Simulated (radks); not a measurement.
# Sb⁴⁺ in [Kr] 4d10 4f1: an all-electron calculation

One table from this session's results is given with a row withheld; the runs are named, their logs left out.

Program: radks (a radial shooting solver on a logarithmic mesh, Libxc functionals) version 1. Level of theory: Dirac Kohn-Sham, PBE, spin-unpolarised, spherical densities, point nucleus; open shells fill j = l - 1/2 first. These are calculated values, not measurements, unless marked.

**The atom as given**

```
element       : antimony (Z = 51)
charge        : +4
electrons     : 47
configuration : [Kr] 4d10 4f1
```

Set-up of the first run:

The run's settings:

```text
Z 51
configuration [Kr] 4d10 4f1
relativity Dirac
functional pbe,pbe
spin unpolarised
j_filling energy
nucleus point
c 137.035999084
```

The run is started by

```
python run_ks.py task.json out
```

This one command runs every case of the session in turn.

Steps of the session up to this table: Self-consistent calculation.

One table of the session follows, with a row left open; its other results are not shown here.

It belongs to the step «Radial structure». Sizes of the orbitals, from the radial functions (bohr):

```
level      <r>  outermost maximum (interpolated)  90 % within  nodes
1s1/2  0.02842                            0.0183       0.0511      0
2s1/2   0.1222                             0.104        0.189      1
2p1/2   0.1033                            0.0798        0.169      0
2p3/2   0.1087                            0.0844        0.177      0
3s1/2   0.3302                             0.300        0.486      2
3p1/2   0.3208                             0.286        0.483      1
3p3/2   0.3321                             0.297        0.499      1
3d3/2   0.3032                             0.243        0.478      0
3d5/2   0.3068                             0.246        0.483      0
4s1/2   0.7899                             0.723         1.14      3
4p1/2   0.8305                             0.746         1.22      2
4p3/2        ?                                 ?            ?      ?
4d3/2    1.002                             0.840         1.53      1
4d5/2    1.014                             0.849         1.55      1
4f5/2    2.580                              2.20         4.17      0
4f7/2    2.586                              2.20         4.18      0
```

**Question.** Estimate the row for 4p3/2.

The run gave: <r>: 0.8591; outermost maximum (interpolated): 0.770; 90 % within: 1.26; nodes: 2. In the column «<r>» it lies between 4p1/2 (0.8305) and 4d3/2 (1.002).
